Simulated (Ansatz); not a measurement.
# C₂H₅AlFN: a ladder of functionals and wavefunction methods

One table from this session's results is given with a row withheld; the runs are named, their logs left out.

The runs use Ansatz 0.2.0, Gaussian basis; functionals in def2-TZVPP, the program's frozen cores in correlated methods.

Levels to be run: PBE-D4, r2SCAN-D4, PBE0-D4, B3LYP-D4, ωB97X-V, ωB97M-V, B2PLYP; CCSD(T)/def2-TZVPP; MP2/def2-QZVPP; extrapolation to the limit.

## The relaxed structure

The geometry comes from an earlier relaxation with PBE0-D4 in a triple-zeta def2 set; it is a stationary point, not always the lowest conformer.

SMILES `FC[N]1[CH2][AlH]1`, 10 atoms, charge 0, spin multiplicity 1.

Atoms are counted from 1 here; the program's logs count them from 0.

Bond lengths: F1–C2 1.404 Å, C2–N3 1.389 Å, C2–H6 1.094 Å, C2–H7 1.098 Å, N3–C4 1.511 Å, N3–Al5 1.734 Å, C4–Al5 1.913 Å, C4–H8 1.093 Å, C4–H9 1.091 Å, Al5–H10 1.570 Å. Angles: F1–C2–N3 112.0°, F1–C2–H6 106.4°, F1–C2–H7 105.3°, N3–C2–H6 110.4°, N3–C2–H7 112.0°, H6–C2–H7 110.4°, C2–N3–C4 122.1°, C2–N3–Al5 164.7°, C4–N3–Al5 71.9°, N3–C4–Al5 59.5°, N3–C4–H8 114.4°, N3–C4–H9 114.3°, Al5–C4–H8 123.6°, Al5–C4–H9 122.0°, H8–C4–H9 111.3°, N3–Al5–C4 48.6°, N3–Al5–H10 145.2°, C4–Al5–H10 166.1°.

Coordinates:

```xyz
10

F    -1.3317   -0.1564    1.7583
C    -0.0078   -0.3754    1.3452
N     0.2494    0.1873    0.1013
C    -0.3058   -0.3978   -1.1759
Al    0.6278    1.2721   -1.1979
H     0.6332    0.0761    2.1076
H     0.1160   -1.4660    1.3375
H     0.1468   -1.3483   -1.4704
H    -1.3953   -0.4511   -1.2098
H     1.3506    2.6085   -1.5929
```

Set-up of the first run:

File in.yaml:

```yaml
crystal:
  periodic: [false, false, false]
  atoms:
    - {symbol: F, position_ang: [-1.331665, -0.156396, 1.758343]}
    - {symbol: C, position_ang: [-0.007824, -0.375439, 1.345230]}
    - {symbol: N, position_ang: [0.249363, 0.187277, 0.101319]}
    - {symbol: C, position_ang: [-0.305821, -0.397845, -1.175851]}
    - {symbol: Al, position_ang: [0.627776, 1.272057, -1.197917]}
    - {symbol: H, position_ang: [0.633206, 0.076125, 2.107590]}
    - {symbol: H, position_ang: [0.115976, -1.466032, 1.337452]}
    - {symbol: H, position_ang: [0.146760, -1.348314, -1.470442]}
    - {symbol: H, position_ang: [-1.395278, -0.451142, -1.209800]}
    - {symbol: H, position_ang: [1.350607, 2.608512, -1.592924]}
basis:
  gaussian: {orbitals: def2-TZVPP}
hamiltonian: {xc: pbe, dispersion: d4}
output: {forces: true, orbitals: {seedname: orbitals}}
```

Launch:

```bash
> ansatz run in.yaml --threads 4 --pin off --events-out ev --progress --plain --max-ram 10444MiB
```

Among the steps run: PBE-D4 (GGA); r2SCAN-D4 (meta-GGA); PBE0-D4 (hybrid); B3LYP-D4 (hybrid); ωB97X-V (range-separated); ωB97M-V (range-separated); B2PLYP (double hybrid); CCSD(T) in def2-TZVPP; MP2 in def2-QZVPP.

One table of the session follows, with a row left open; its other results are not shown here.

| method | atomisation energy (kcal/mol) |
| --- | --- |
| PBE-D4 | 869.7 |
| r2SCAN-D4 | 846.8 |
| PBE0-D4 | 847.5 |
| B3LYP-D4 | 845.0 |
| ωB97X-V | 848.8 |
| ωB97M-V | 848.1 |
| B2PLYP | 835.6 |
| HF/def2-TZVPP | ? |
| MP2/def2-TZVPP | 837.5 |
| CCSD/def2-TZVPP | 802.9 |
| CCSD(T)/def2-TZVPP | 818.3 |
| MP2/CBS | 862.7 |
| CCSD(T)/CBS | 843.4 |

Estimate the missing values for HF/def2-TZVPP.

As computed: atomisation energy (kcal/mol): 581.1. In the column «atomisation energy (kcal/mol)» it is the lowest.

To keep in mind: Free atoms (1 F, 2 C, 1 N, 1 Al, 5 H) were run apart at each level; the atomisation energy is their sum less the molecule, without zero-point or spin-orbit terms.
